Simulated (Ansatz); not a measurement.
# C2H5AlFNS: one species, many methods

The task here is to estimate one member of a computed series from the others.

Method: functionals in def2-TZVPP, the program's frozen cores in correlated methods; program: Ansatz 0.2.0, Gaussian basis.

Levels to be run: LDA (SPW92), PBE-D4, revPBE-D4, BLYP-D4, r2SCAN-D4, B97M-V, PBE0-D4, B3LYP-D4, r2SCANh-D4, r2SCAN0-D4, HSE06-D4, BHLYP-D4, CAM-B3LYP-D4, LC-ωPBE, ωB97X-V, ωB97M-V, B2PLYP, PBE-QIDH; CCSD(T)/def2-SVP; CCSD(T)/def2-TZVPP; MP2/def2-QZVPP; extrapolation to the limit; RPA on PBE.

### The geometry

All runs share one geometry, relaxed beforehand with PBE0-D4 in a triple-zeta def2 set.

SMILES `FC1N[CH2][AlH][S]1`, 11 atoms, charge 0, spin multiplicity 1.

Atoms are counted from 1 here; the program's logs count them from 0.

Bond lengths: F1–C2 1.408 Å, C2–N3 1.402 Å, C2–S6 1.834 Å, C2–H7 1.091 Å, N3–C4 1.458 Å, N3–H8 1.012 Å, C4–Al5 1.965 Å, C4–H9 1.100 Å, C4–H10 1.094 Å, Al5–S6 2.171 Å, Al5–H11 1.576 Å. Angles: F1–C2–N3 112.2°, F1–C2–S6 107.0°, F1–C2–H7 105.4°, N3–C2–S6 113.5°, N3–C2–H7 110.3°, S6–C2–H7 108.0°, C2–N3–C4 117.8°, C2–N3–H8 110.6°, C4–N3–H8 114.2°, N3–C4–Al5 102.3°, N3–C4–H9 113.4°, N3–C4–H10 109.5°, Al5–C4–H9 111.8°, Al5–C4–H10 112.6°, H9–C4–H10 107.2°, C4–Al5–S6 98.2°, C4–Al5–H11 134.2°, S6–Al5–H11 127.6° and more.

Set-up of the first run:

in.yaml reads:

```yaml
crystal:
  periodic: [false, false, false]
  atoms:
    - {symbol: F, position_ang: [0.773947, 0.551305, 1.905878]}
    - {symbol: C, position_ang: [0.684977, 1.032069, 0.585768]}
    - {symbol: N, position_ang: [0.957211, 0.035145, -0.361370]}
    - {symbol: C, position_ang: [-0.005468, -1.051370, -0.499371]}
    - {symbol: Al, position_ang: [-1.723544, -0.108329, -0.358931]}
    - {symbol: S, position_ang: [-0.977112, 1.784379, 0.399485]}
    - {symbol: H, position_ang: [1.425288, 1.830419, 0.518029]}
    - {symbol: H, position_ang: [1.919758, -0.270044, -0.291128]}
    - {symbol: H, position_ang: [0.098573, -1.828584, 0.271523]}
    - {symbol: H, position_ang: [0.129679, -1.538272, -1.469458]}
    - {symbol: H, position_ang: [-3.217809, -0.493717, -0.679824]}
basis:
  gaussian: {orbitals: def2-TZVPP}
hamiltonian: {xc: lda}
output: {orbitals: {seedname: orbitals}}
```

Steps of the session up to this table: LDA; PBE-D4 (GGA); revPBE-D4 (GGA); BLYP-D4 (GGA); r2SCAN-D4 (meta-GGA); B97M-V (meta-GGA); PBE0-D4 (hybrid); B3LYP-D4 (hybrid); r2SCANh-D4 (hybrid); r2SCAN0-D4 (hybrid); HSE06-D4 (hybrid); BHLYP-D4 (hybrid); CAM-B3LYP-D4 (range-separated); LC-ωPBE (range-separated); ωB97X-V (range-separated); ωB97M-V (range-separated); B2PLYP (double hybrid); PBE-QIDH (double hybrid).

One table of the session follows, with a row left open; its other results are not shown here.

It belongs to the step «Orbital energies across the functionals». 

| functional | HOMO (eV) | gap (eV) |
| --- | --- | --- |
| LDA (SPW92) | -5.88 | 3.77 |
| PBE-D4 | -5.73 | 3.86 |
| revPBE-D4 | -5.67 | 3.91 |
| BLYP-D4 | -5.60 | 3.84 |
| r2SCAN-D4 | -6.02 | 4.45 |
| B97M-V | -6.15 | 4.43 |
| PBE0-D4 | -7.08 | 5.95 |
| B3LYP-D4 | -6.83 | 5.50 |
| r2SCANh-D4 | -6.52 | 5.21 |
| r2SCAN0-D4 | -7.27 | 6.33 |
| HSE06-D4 | -6.68 | 5.18 |
| BHLYP-D4 | -8.26 | 7.90 |
| CAM-B3LYP-D4 | -8.42 | 8.22 |
| LC-ωPBE | -9.80 | 10.67 |
| ωB97X-V | -9.45 | 10.20 |
| ωB97M-V | ? | ? |

Estimate the missing values for ωB97M-V.

**Answer.** HOMO (eV): -9.33; gap (eV): 9.81. In the column «HOMO (eV)» it lies between ωB97X-V (-9.45) and CAM-B3LYP-D4 (-8.42).
